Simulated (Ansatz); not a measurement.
## C2H8OSi2, SMILES C=C[SiH2]O[SiH3]: a geometry optimisation, step by step

Program: Ansatz's Python interface.

Typed at the interpreter:
```pycon
>>> import itertools
>>> import ansatz as az
>>> from ase import Atoms
>>> from ase.data import atomic_numbers, covalent_radii
>>> import numpy as np
>>> BASIS_SET = "def2-SVP"
>>> XC = "HF"
>>> atoms = Atoms(["C", "C", "Si", "O", "Si", "H", "H", "H", "H", "H", "H", "H", "H"], positions=[
...     (0.0429, 1.9798, -0.978),
...     (0.0394, 0.7939, -1.5243),
...     (-0.7443, -0.7254, -0.848),
...     (-0.5772, -0.7736, 0.8131),
...     (0.4609, -1.0522, 1.994),
...     (0.4779, 2.8782, -1.486),
...     (-0.4949, 2.2369, -0.0524),
...     (0.6079, 0.6547, -2.4651),
...     (-0.0025, -1.8894, -1.3465),
...     (-2.1258, -0.7988, -1.2386),
...     (-0.22, -0.9662, 3.354),
...     (1.0802, -2.3826, 1.8654),
...     (1.476, 0.0101, 1.9272),
... ])
>>> system = az.Crystal.molecule_from_ase(atoms)
>>> setup = (
...     system.calculation()
...     .basis(gaussian=BASIS_SET)  # atom-centred Gaussian functions
...     .functional(XC)
... )
>>> symbols = [site.symbol for site in system.cartesian_sites]
>>> start = np.array([site.position_ang for site in system.cartesian_sites], dtype=float)
>>> def progress(event):
...     if event["event"] == "relax_step":
...         row = event["data"]
...         print(f"step {row['step']:3d}  E = {row['lagrangian_ev']:.6f} eV  largest force component {row['allowed_force_max_ev_ang']:.4f} eV/A")
...
>>> data = setup.relax(force_tolerance=0.02, max_steps=100).session().plan().execute(on_event=progress).report
step   1  E = -19942.590938 eV  largest force component 2.8144 eV/A
step   2  E = -19942.532537 eV  largest force component 2.3123 eV/A
step   3  E = -19942.764962 eV  largest force component 1.3305 eV/A
step   4  E = -19942.823818 eV  largest force component 0.4050 eV/A
step   5  E = -19942.842265 eV  largest force component 0.1583 eV/A
step   6  E = -19942.845084 eV  largest force component 0.2325 eV/A
step   7  E = -19942.858547 eV  largest force component 0.3686 eV/A
step   8  E = -19942.875514 eV  largest force component 0.1456 eV/A
step   9  E = -19942.874496 eV  largest force component 0.3599 eV/A
step  10  E = -19942.879286 eV  largest force component 0.1090 eV/A
step  11  E = -19942.880416 eV  largest force component 0.1997 eV/A
step  12  E = -19942.883042 eV  largest force component 0.1222 eV/A
step  13  E = -19942.884548 eV  largest force component 0.1110 eV/A
step  14  E = -19942.885965 eV  largest force component 0.0478 eV/A
step  15  E = -19942.888337 eV  largest force component 0.1029 eV/A
step  16  E = -19942.884289 eV  largest force component 0.1603 eV/A
step  17  E = -19942.827248 eV  largest force component 0.6658 eV/A
step  18  E = -19942.890383 eV  largest force component 0.0212 eV/A
step  19  E = -19942.890942 eV  largest force component 0.0077 eV/A
step  20  E = -19942.886615 eV  largest force component 0.1495 eV/A
step  21  E = -19942.891695 eV  largest force component 0.0284 eV/A
step  22  E = -19942.891849 eV  largest force component 0.0489 eV/A
step  23  E = -19942.890423 eV  largest force component 0.1936 eV/A
step  24  E = -19942.892418 eV  largest force component 0.0069 eV/A
step  25  E = -19942.892575 eV  largest force component 0.0111 eV/A
step  26  E = -19942.892633 eV  largest force component 0.0346 eV/A
step  27  E = -19942.892715 eV  largest force component 0.0270 eV/A
step  28  E = -19942.892827 eV  largest force component 0.0114 eV/A
>>> end = np.array(data["positions_ang"])
>>> for key in ("converged", "free_energy_ev", "reference_energy_ev", "n_frozen", "n_occupied", "n_virtual"):
...     print(f"{key:22s} {data[key]}")
...
converged              True
free_energy_ev         -19942.892826589574
reference_energy_ev    -19942.892826589574
n_frozen               0
n_occupied             [28, 28]
n_virtual              [90, 90]
>>> # pairs closer than 1.2 times the sum of covalent radii, before or after
>>> radius = [covalent_radii[atomic_numbers[s]] for s in symbols]
>>> span = lambda where, i, j: np.linalg.norm(where[i] - where[j])
>>> bonded = [(i, j) for i, j in itertools.combinations(range(len(symbols)), 2) if min(span(start, i, j), span(end, i, j)) < 1.2 * (radius[i] + radius[j])]
>>> print("pair        before    after (A)")
pair        before    after (A)
>>> for i, j in bonded:
...     print(f"{symbols[i]}{i}-{symbols[j]}{j}".ljust(10), f"{span(start, i, j):8.4f} {span(end, i, j):8.4f}")
...
C0-C1        1.3057   1.3272
C0-H5        1.1200   1.0852
C0-H6        1.1009   1.0847
C1-Si2       1.8384   1.8692
C1-H7        1.1080   1.0888
Si2-O3       1.6702   1.6424
Si2-H8       1.4675   1.4818
Si2-H9       1.4375   1.4817
O3-Si4       1.5968   1.6389
Si4-H10      1.5234   1.4803
Si4-H11      1.4731   1.4809
Si4-H12      1.4708   1.4786
>>> for first, second in list(itertools.combinations(bonded, 2)):
...     shared = set(first) & set(second)
...     if shared and symbols[(j := shared.pop())] != "H":
...         i, k = sorted((set(first) | set(second)) - {j})
...         u, v = end[i] - end[j], end[k] - end[j]
...         angle = np.degrees(np.arccos(np.clip(u @ v / np.linalg.norm(u) / np.linalg.norm(v), -1, 1)))
...         print(f"final angle {symbols[i]}{i}-{symbols[j]}{j}-{symbols[k]}{k}: {angle:.2f} deg")
...
final angle C1-C0-H5: 122.08 deg
final angle C1-C0-H6: 121.89 deg
final angle C0-C1-Si2: 124.05 deg
final angle C0-C1-H7: 117.94 deg
final angle H5-C0-H6: 116.03 deg
final angle Si2-C1-H7: 118.01 deg
final angle C1-Si2-O3: 109.30 deg
final angle C1-Si2-H8: 110.35 deg
final angle C1-Si2-H9: 110.32 deg
final angle O3-Si2-H8: 109.56 deg
final angle O3-Si2-H9: 109.60 deg
final angle Si2-O3-Si4: 159.91 deg
final angle H8-Si2-H9: 107.70 deg
final angle O3-Si4-H10: 110.14 deg
final angle O3-Si4-H11: 110.24 deg
final angle O3-Si4-H12: 109.18 deg
final angle H10-Si4-H11: 108.90 deg
final angle H10-Si4-H12: 109.18 deg
final angle H11-Si4-H12: 109.19 deg
```

Notes:
- Total energies depend on the basis set; only differences at equal settings carry meaning.
- The end point is the stationary point reached from this start; no frequency run checks that it is a minimum, and the basis set is modest.
- Wall time of the script: 65 s on 1 thread of Intel(R) Xeon(R) Platinum 8488C (Sapphire Rapids), with other jobs on the host, peak memory 0.33 GiB.

(Lines on the test bed's own set-up are left out of the output.)
